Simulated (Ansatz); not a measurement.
# C: the cost of one run

Method: DFT PBE, scalar-relativistic, plane waves, PAW, in Ansatz 0.2.0.

### Step 1. The structure to begin with

It takes space group Fd-3m (No. 227, cubic). Conventional cell: a = 3.567 Å, b = 3.567 Å, c = 3.567 Å, α = 90.00°, β = 90.00°, γ = 90.00°. Around C (site symmetry -43m) lie 4 C at 1.54 Å.

Coordinates:

```cif
data_structure
_symmetry_space_group_name_H-M 'P 1'
_symmetry_Int_Tables_number 1
_cell_length_a 7.5662
_cell_length_b 7.5662
_cell_length_c 7.5662
_cell_angle_alpha 60.000
_cell_angle_beta 60.000
_cell_angle_gamma 60.000
_cell_volume 306.28
loop_
_atom_site_label
_atom_site_type_symbol
_atom_site_fract_x
_atom_site_fract_y
_atom_site_fract_z
_atom_site_occupancy
C1 C 0.00000 0.00000 0.00000 1
C2 C 0.00000 0.00000 0.33333 1
C3 C 0.00000 0.00000 0.66667 1
C4 C 0.00000 0.33333 0.00000 1
C5 C 0.00000 0.33333 0.33333 1
C6 C 0.00000 0.33333 0.66667 1
C7 C 0.00000 0.66667 0.00000 1
C8 C 0.00000 0.66667 0.33333 1
C9 C 0.00000 0.66667 0.66667 1
C10 C 0.33333 0.00000 0.00000 1
C11 C 0.33333 0.00000 0.33333 1
C12 C 0.33333 0.00000 0.66667 1
C13 C 0.33333 0.33333 0.00000 1
C14 C 0.33333 0.33333 0.33333 1
C15 C 0.33333 0.33333 0.66667 1
C16 C 0.33333 0.66667 0.00000 1
C17 C 0.33333 0.66667 0.33333 1
C18 C 0.33333 0.66667 0.66667 1
C19 C 0.66667 0.00000 0.00000 1
C20 C 0.66667 0.00000 0.33333 1
C21 C 0.66667 0.00000 0.66667 1
C22 C 0.66667 0.33333 0.00000 1
C23 C 0.66667 0.33333 0.33333 1
C24 C 0.66667 0.33333 0.66667 1
C25 C 0.66667 0.66667 0.00000 1
C26 C 0.66667 0.66667 0.33333 1
C27 C 0.66667 0.66667 0.66667 1
C28 C 0.08333 0.08333 0.08333 1
C29 C 0.08333 0.08333 0.41667 1
C30 C 0.08333 0.08333 0.75000 1
C31 C 0.08333 0.41667 0.08333 1
C32 C 0.08333 0.41667 0.41667 1
C33 C 0.08333 0.41667 0.75000 1
C34 C 0.08333 0.75000 0.08333 1
C35 C 0.08333 0.75000 0.41667 1
C36 C 0.08333 0.75000 0.75000 1
C37 C 0.41667 0.08333 0.08333 1
C38 C 0.41667 0.08333 0.41667 1
C39 C 0.41667 0.08333 0.75000 1
C40 C 0.41667 0.41667 0.08333 1
C41 C 0.41667 0.41667 0.41667 1
C42 C 0.41667 0.41667 0.75000 1
C43 C 0.41667 0.75000 0.08333 1
C44 C 0.41667 0.75000 0.41667 1
C45 C 0.41667 0.75000 0.75000 1
C46 C 0.75000 0.08333 0.08333 1
C47 C 0.75000 0.08333 0.41667 1
C48 C 0.75000 0.08333 0.75000 1
C49 C 0.75000 0.41667 0.08333 1
C50 C 0.75000 0.41667 0.41667 1
C51 C 0.75000 0.41667 0.75000 1
C52 C 0.75000 0.75000 0.08333 1
C53 C 0.75000 0.75000 0.41667 1
C54 C 0.75000 0.75000 0.75000 1
```

The runs take a perfect supercell of 54 atoms; the defect goes to fractional position (0.833, 0.167, 0.167).

### Step 2. The perfect supercell

input.yaml reads:

```yaml
crystal:
  lattice:
    - [0.0, 5.35011, 5.35011]
    - [5.35011, 0.0, 5.35011]
    - [5.35011, 5.35011, 0.0]
  atoms:
    - { symbol: C, position: [0.0, 0.0, 0.0] }
    - { symbol: C, position: [0.0, 0.0, 0.333333] }
    - { symbol: C, position: [0.0, 0.0, 0.666667] }
    - { symbol: C, position: [0.0, 0.333333, 0.0] }
    - { symbol: C, position: [0.0, 0.333333, 0.333333] }
    - { symbol: C, position: [0.0, 0.333333, 0.666667] }
    - { symbol: C, position: [0.0, 0.666667, 0.0] }
    - { symbol: C, position: [0.0, 0.666667, 0.333333] }
    - { symbol: C, position: [0.0, 0.666667, 0.666667] }
    - { symbol: C, position: [0.333333, 0.0, 0.0] }
    - { symbol: C, position: [0.333333, 0.0, 0.333333] }
    - { symbol: C, position: [0.333333, 0.0, 0.666667] }
    - { symbol: C, position: [0.333333, 0.333333, 0.0] }
    - { symbol: C, position: [0.333333, 0.333333, 0.333333] }
    - { symbol: C, position: [0.333333, 0.333333, 0.666667] }
    - { symbol: C, position: [0.333333, 0.666667, 0.0] }
    - { symbol: C, position: [0.333333, 0.666667, 0.333333] }
    - { symbol: C, position: [0.333333, 0.666667, 0.666667] }
    - { symbol: C, position: [0.666667, 0.0, 0.0] }
    - { symbol: C, position: [0.666667, 0.0, 0.333333] }
    - { symbol: C, position: [0.666667, 0.0, 0.666667] }
    - { symbol: C, position: [0.666667, 0.333333, 0.0] }
    - { symbol: C, position: [0.666667, 0.333333, 0.333333] }
    - { symbol: C, position: [0.666667, 0.333333, 0.666667] }
    - { symbol: C, position: [0.666667, 0.666667, 0.0] }
    - { symbol: C, position: [0.666667, 0.666667, 0.333333] }
    - { symbol: C, position: [0.666667, 0.666667, 0.666667] }
    - { symbol: C, position: [0.083333, 0.083333, 0.083333] }
    - { symbol: C, position: [0.083333, 0.083333, 0.416667] }
    - { symbol: C, position: [0.083333, 0.083333, 0.75] }
    - { symbol: C, position: [0.083333, 0.416667, 0.083333] }
    - { symbol: C, position: [0.083333, 0.416667, 0.416667] }
    - { symbol: C, position: [0.083333, 0.416667, 0.75] }
    - { symbol: C, position: [0.083333, 0.75, 0.083333] }
    - { symbol: C, position: [0.083333, 0.75, 0.416667] }
    - { symbol: C, position: [0.083333, 0.75, 0.75] }
    - { symbol: C, position: [0.416667, 0.083333, 0.083333] }
    - { symbol: C, position: [0.416667, 0.083333, 0.416667] }
    - { symbol: C, position: [0.416667, 0.083333, 0.75] }
    - { symbol: C, position: [0.416667, 0.416667, 0.083333] }
    - { symbol: C, position: [0.416667, 0.416667, 0.416667] }
    - { symbol: C, position: [0.416667, 0.416667, 0.75] }
    - { symbol: C, position: [0.416667, 0.75, 0.083333] }
    - { symbol: C, position: [0.416667, 0.75, 0.416667] }
    - { symbol: C, position: [0.416667, 0.75, 0.75] }
    - { symbol: C, position: [0.75, 0.083333, 0.083333] }
    - { symbol: C, position: [0.75, 0.083333, 0.416667] }
    - { symbol: C, position: [0.75, 0.083333, 0.75] }
    - { symbol: C, position: [0.75, 0.416667, 0.083333] }
    - { symbol: C, position: [0.75, 0.416667, 0.416667] }
    - { symbol: C, position: [0.75, 0.416667, 0.75] }
    - { symbol: C, position: [0.75, 0.75, 0.083333] }
    - { symbol: C, position: [0.75, 0.75, 0.416667] }
    - { symbol: C, position: [0.75, 0.75, 0.75] }
basis:
  ecutwfc: 420
  fft_grid_basis: typed
kpoints:
  mp_grid: { grid: [2, 2, 2] }
hamiltonian:
  xc: pbe
  pseudopotentials: { kind: paw }
scf:
  occupations: { method: gaussian, width: 0.05 }
output:
  forces: true
  stress: false
  eigenvalues: true
  bader: false
  write_density: true
  volumetric_format: npy
```

Command:

```bash
> ansatz run input.yaml --threads 4 --pin off --max-ram 10240MiB --backend cpu --events-out ev --progress --plain --runs-dir out
```

**Question.** How long does this run take on 4 threads of Intel Xeon Platinum 8488C (Sapphire Rapids), shared host, and how much memory does it need?

About 1.3 s, with a peak of 1.1 GiB.
